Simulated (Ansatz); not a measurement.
Crystal: MnPt2.

```
CELL_PARAMETERS angstrom
2.85840 0.00000 0.00000
-1.42920 2.47545 0.00000
0.00000 0.00000 6.53250
ATOMIC_POSITIONS crystal
Pt 0.66667 0.33333 0.31621
Pt 0.33333 0.66667 0.68379
Mn 0.00000 0.00000 0.00000
```

The cell comes from a database or a generator and needn't be the stable form of this composition.

```yaml
Program: Ansatz 0.2.0
Task: relaxation of cell and atoms
Functional: PBE
Dispersion: D3(BJ)
Potentials_or_basis: Ansatz PAW
Cutoff: "420 eV (not typed: the program's choice for these potentials)"
k_mesh: 11 × 11 × 4
Occupations: fermi-dirac, width 0.05 eV
Spin: collinear spin, ferromagnetic start
Starting_moments: "[0.0, 0.0, 4.0] μB"
```

At the start: volume 15.41 Å³/atom.

Problem. Where does the relaxation end?

Solution. It ends after 5 steps and the volume is 14.78 Å³/atom (-4.1 %); space group P-3m1 (No. 164, to 0.05 Å); moment 4.33 μB per cell.

Step by step:
```
step  energy change (eV)  largest force (eV/Å)  volume (Å³)
   1              0.0000                0.0170        46.22
   2             -0.0460                0.0199        44.55
   3             -0.0473                0.0135        44.30
   4             -0.0474                0.0023        44.34
   5             -0.0464                0.0023        44.34
```

Final structure:
```xyz
3
Lattice="2.7951 0.0000 0.0000 -1.3975 2.4206 0.0000 0.0000 0.0000 6.5532" Properties=species:S:1:pos:R:3 pbc="T T T"
Pt    1.3975    0.8069    2.0782
Pt    0.0000    1.6137    4.4750
Mn    0.0000    0.0000    0.0000
```

Caveat: the plane-wave basis is chosen anew once the cell has moved, so the energies of steps on either side of that aren't comparable; pairwise dispersion overbinds metals, which lowers pressure and volume.
